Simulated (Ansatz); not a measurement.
**GeNH₂+ (quintet): from Hartree-Fock to the top rungs, cc-pVTZ**

An exercise on one series of results from a longer session: the logs are not shown, and one member is left open.

Method: cc-pVTZ, core rule «outside noble gas», up to 15 orbitals frozen; program: Ansatz 0.2.0, Gaussian basis.

To be run: UHF; CCSD(T) on ROHF; CCSD(T) on UHF; BCCD(T) on ROHF; CCSDT(Q) on ROHF; CCSDT(Q) on UHF; CASSCF and MRCISD+Q, 10 electrons in 10 orbitals; CASSCF and NEVPT2, 10 electrons in 10 orbitals.

5 further runs of the same task are left out: 2 for a known fault of the program, 3 set aside as unsound or not needed.

## The system

The geometry is a PBE0/def2-TZVP stationary point (not a proven minimum) of the parent state, kept for this charge and spin. No spin-orbit coupling is included. The filled d shell of Ge may be among the frozen orbitals whatever the setting's name suggests; the logs give the count.

4 atoms, charge 1, spin multiplicity 5.

Atoms are counted from 1 here; the program's logs count them from 0.

Bond lengths: Ge1–N2 1.931 Å, Ge1–H3 1.558 Å, N2–H4 1.027 Å. Angles: N2–Ge1–H3 110.8°, Ge1–N2–H4 110.3°.

Set-up of the first run:

The input, in.yaml:

```yaml
crystal:
  periodic: [false, false, false]
  atoms:
    - {symbol: Ge, position_ang: [0.002496, 0.044611, 0.321966]}
    - {symbol: N, position_ang: [-0.074202, -0.171566, -1.595492]}
    - {symbol: H, position_ang: [0.284433, -1.318092, 1.022012]}
    - {symbol: H, position_ang: [0.566824, 0.487213, -2.053874]}
basis:
  gaussian: {orbitals: cc-pVTZ}
total_charge: 1
magnetization: {spin_polarized: true, initial_magnetization: 4}
hamiltonian: {xc: hf}
output: {orbitals: {seedname: orbitals}}
```

Run with:

```bash
ansatz run in.yaml --threads 1 --pin off --events-out ev --progress --plain --max-ram 4096MiB --backend cpu
```

Steps of the session up to this table: UHF; CCSD(T) on ROHF; CCSD(T) on UHF; BCCD(T) on ROHF; CCSDT(Q) on ROHF; CCSDT(Q) on UHF; CASSCF and MRCISD+Q, 10 electrons in 10 orbitals; CASSCF and NEVPT2, 10 electrons in 10 orbitals.

One table of the session follows, with a row left open; its other results are not shown here.

| method | from UCCSDT(Q) (kJ/mol) |
| --- | --- |
| ROHF | +630.8 |
| UHF | +605.8 |
| RMP2 | +108.8 |
| UMP2 | +106.5 |
| RCCSD | +23.6 |
| UCCSD | ? |
| RCCSD(T) | +5.6 |
| UCCSD(T) | +3.7 |
| BCCD(T) | +5.4 |
| RCCSDT | +2.5 |
| UCCSDT | +0.6 |
| RCCSDT(Q) | +1.9 |
| UCCSDT(Q) | 0 |
| CASSCF valence | +463.0 |
| NEVPT2 valence | +101.9 |
| MRCISD valence | +36.3 |
| MRCISD+Q valence | +10.9 |

**Question.** Estimate the row for UCCSD.

The run gave: from UCCSDT(Q) (kJ/mol): +21.3. In the column «from UCCSDT(Q) (kJ/mol)» it lies between MRCISD+Q valence (+10.9) and RCCSD (+23.6).

Caveats from the session: Restricted and unrestricted rows rest on different reference determinants; where their highest levels disagree by more than a few hundredths of an eV, they describe different states and don't form one ladder.
